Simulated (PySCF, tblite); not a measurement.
# C₅H₁₆FNSi₂: geometry, infrared bands and NMR shifts

What infrared bands and NMR shifts should C₅H₁₆FNSi₂ (`CC[Si@@H](F)[C@@H]([SiH3])CNC`) show?

Computed with tblite 0.8.0 and PySCF 2.14.0, with density-fitted response routines of our own, on a single molecule in the gas phase. Atoms are numbered from 0 throughout.

## Step 1: The molecule as given

25 atoms, charge 0, multiplicity 1; geometry from: force field or distance geometry start.

Bonds of the start (Å): C0–C1 1.53, C1–Si2 1.85, Si2–F3 1.68, Si2–C4 1.86, C4–Si5 1.88, C4–C6 1.47, C6–N7 1.41, N7–C8 1.47, C0–H9 1.09, C0–H10 1.11, C0–H11 1.12, C1–H12 1.12, C1–H13 1.13, Si2–H14 1.48, C4–H15 1.13, Si5–H16 1.47, Si5–H17 1.47, Si5–H18 1.45, C6–H19 1.13, C6–H20 1.13, N7–H21 1.05, C8–H22 1.08, C8–H23 1.13, C8–H24 1.10.

## Step 2: Optimising the geometry with GFN2-xTB

Job settings and geometry (Å):

```
{"job": {"kind": "relax", "xc": "GFN2-xTB", "basis": "xTB"}, "charge": 0, "multiplicity": 1}
C      3.165600    -1.370000     0.351800
C      2.498400    -0.075600     0.829900
Si     1.318900     0.594700    -0.420900
F      1.203600    -0.505600    -1.690100
C     -0.326000     1.097100     0.280500
Si    -1.087200     2.342700    -0.900500
C     -1.305900     0.033000     0.520100
N     -1.732700    -0.757100    -0.571100
C     -2.693600    -1.732600    -0.038100
H      4.252200    -1.267100     0.342400
H      2.799600    -1.665100    -0.652600
H      2.932300    -2.195400     1.071700
H      2.045200    -0.237500     1.839400
H      3.366400     0.641200     0.949900
H      1.932100     1.844500    -0.935900
H     -0.129300     1.611100     1.265000
H     -0.253200     2.417900    -2.114100
H     -1.181900     3.666400    -0.260800
H     -2.409400     1.868900    -1.271200
H     -2.226500     0.489100     0.988400
H     -0.938100    -0.647600     1.339100
H     -2.277000    -0.167000    -1.244300
H     -2.693000    -2.668000    -0.581700
H     -3.750000    -1.337100    -0.116400
H     -2.521500    -1.956500     1.028600
```

Command:

```sh
> OMP_NUM_THREADS=1 python probes_run.py task.json out
```

One launch serves the whole session: the jobs run in the order shown.

**Question.** This job is followed by: GFN2-xTB harmonic vibrations, gas phase; GIAO PBE0/pcSseg-1 NMR shielding, non-relativistic, gas phase. Predict these results of the whole session: strongest single infrared mode (GFN2-xTB); zero-point energy (GFN2-xTB); 13C shifts against TMS (PBE0/pcSseg-1); 1H shifts against TMS (PBE0/pcSseg-1, means over atoms taken as alike); 29Si shifts against TMS (PBE0/pcSseg-1); 19F shifts against CFCl3 (PBE0/pcSseg-1); 15N shifts against NH3 (PBE0/pcSseg-1).

The runs gave:

| quantity | value |
| --- | --- |
| strongest single infrared mode (GFN2-xTB) | 801 cm⁻¹, 534 km/mol |
| zero-point energy (GFN2-xTB) | 125.4 kcal/mol |
| 13C shifts against TMS (PBE0/pcSseg-1) | 53.0, 38.4, 14.8, 11.9, 9.0 ppm |
| 1H shifts against TMS (PBE0/pcSseg-1, means over atoms taken as alike) | 5.02, 4.00, 2.97, 2.70, 2.57, 1.50, 1.24, 0.48, 0.48, 0.43 ppm |
| 29Si shifts against TMS (PBE0/pcSseg-1) | 18.8, -70.7 ppm |
| 19F shifts against CFCl3 (PBE0/pcSseg-1) | -206.4 ppm |
| 15N shifts against NH3 (PBE0/pcSseg-1) | 60.5 ppm |

**Reading.** Over 194 steps the energy fell by 1.238 eV; of the close pairs, Si2–F3 changed most, 1.684 to 1.623 Å. All 69 modes are real, so the xTB geometry is a minimum. The strongest single mode, at 801 cm⁻¹, is spread over many atoms; the largest shares are those of H18, H16. GFN2-xTB is a fitted tight-binding method: band positions and strengths are rough. Its intensities can rank the bands wrongly. The most deshielded carbon is C6 (sp3 CH2 bonded to N), at 53.0 ppm: pulled downfield by the heteroatom. At PBE0/pcSseg-1: The largest span, 91 ppm, is at Si5, where the paramagnetic term is -461 ppm.
